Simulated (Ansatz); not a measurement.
**CuFH3N: ionisation energy by level of theory**

An exercise on one series of results from a longer session: the logs are not shown, and one member is left open.

Computed with Ansatz 0.2.0, Gaussian basis. Level: unrestricted cation, the program's frozen cores in correlated methods.

The runs, in order: UKS PBE-D4/def2-TZVPP; UKS r2SCAN-D4/def2-TZVPP; UKS PBE0-D4/def2-TZVPP; UKS B3LYP-D4/def2-TZVPP; UKS wB97X-V/def2-TZVPP; UKS wB97M-V/def2-TZVPP; UKS B2PLYP (frozen core with 3s3p of Cu, Zn)/def2-TZVPP; UHF-CCSD(T) with 3s3p of Cu, Zn/def2-TZVPP; UHF-CCSD(T) with 3s3p of Cu, Zn/def2-QZVPP; extrapolation to the limit; then −ε(HOMO) from the neutral's earlier runs with LDA (SPW92), PBE-D4, revPBE-D4, BLYP-D4, r2SCAN-D4, B97M-V, PBE0-D4, B3LYP-D4, r2SCANh-D4, r2SCAN0-D4, HSE06-D4, BHLYP-D4, CAM-B3LYP-D4, LC-ωPBE, ωB97X-V, ωB97M-V.

2 further runs of the same task are left out: 2 for a known fault of the program.

## The geometry

An earlier PBE0-D4 in a triple-zeta def2 set relaxation fixed the geometry.

SMILES `[NH3+][Cu-][F]`, 6 atoms, charge 0, spin multiplicity 1.

Atoms are counted from 1 here; the program's logs count them from 0.

Bond lengths: N1–Cu2 1.910 Å, N1–H4 1.015 Å, N1–H5 1.015 Å, N1–H6 1.015 Å, Cu2–F3 1.761 Å. Angles: Cu2–N1–H4 111.4°, Cu2–N1–H5 111.4°, Cu2–N1–H6 111.4°, H4–N1–H5 107.5°, H4–N1–H6 107.5°, H5–N1–H6 107.5°, N1–Cu2–F3 180.0°.

Set-up of the first run:

in.yaml reads:

```yaml
crystal:
  periodic: [false, false, false]
  atoms:
    - {symbol: N, position_ang: [-0.496249, 0.465069, -0.281683]}
    - {symbol: Cu, position_ang: [0.794396, -0.755037, 0.420985]}
    - {symbol: F, position_ang: [1.984087, -1.879730, 1.068684]}
    - {symbol: H, position_ang: [-0.930844, 0.100588, -1.123922]}
    - {symbol: H, position_ang: [-0.072644, 1.356920, -0.518844]}
    - {symbol: H, position_ang: [-1.236747, 0.648090, 0.388580]}
basis:
  gaussian: {orbitals: def2-TZVPP}
total_charge: 1
magnetization: {spin_polarized: true, initial_magnetization: 1}
hamiltonian: {xc: pbe, dispersion: d4}
```

Started as:

```
$ ansatz run in.yaml --threads 2 --pin off --events-out ev --progress --plain --max-ram 32768MiB --backend cpu
```

Steps of the session up to this table: Cation, UKS PBE-D4/def2-TZVPP; Cation, UKS r2SCAN-D4/def2-TZVPP; Cation, UKS PBE0-D4/def2-TZVPP; Cation, UKS B3LYP-D4/def2-TZVPP; Cation, UKS wB97X-V/def2-TZVPP; Cation, UKS wB97M-V/def2-TZVPP; Cation, UKS B2PLYP (frozen core with 3s3p of Cu, Zn)/def2-TZVPP; Cation, UHF-CCSD(T) with 3s3p of Cu, Zn/def2-TZVPP; Cation, UHF-CCSD(T) with 3s3p of Cu, Zn/def2-QZVPP.

One table of the session follows, with a row left open; its other results are not shown here.

For comparison, −ε(HOMO) of the neutral from earlier runs:

| functional | −ε(HOMO) (eV) |
| --- | --- |
| LDA (SPW92) | 5.20 |
| PBE-D4 | 4.94 |
| revPBE-D4 | 4.85 |
| BLYP-D4 | 4.92 |
| r2SCAN-D4 | 5.07 |
| B97M-V | 5.09 |
| PBE0-D4 | 6.37 |
| B3LYP-D4 | ? |
| r2SCANh-D4 | 5.61 |
| r2SCAN0-D4 | 6.45 |
| HSE06-D4 | 5.94 |
| BHLYP-D4 | 7.82 |
| CAM-B3LYP-D4 | 7.95 |
| LC-ωPBE | 9.21 |
| ωB97X-V | 8.88 |
| ωB97M-V | 8.92 |

**Question.** Estimate the row for B3LYP-D4.

Worked estimate for «−ε(HOMO) (eV)». Against the share of exact exchange, BLYP-D4 (0, 4.92), BHLYP-D4 (0.5, 7.82) give a slope of 5.80 per unit share; at 0.2 the line stands at 6.08.

**Answer.** −ε(HOMO) (eV): 6.23. In «−ε(HOMO) (eV)» the line misses by -0.15.
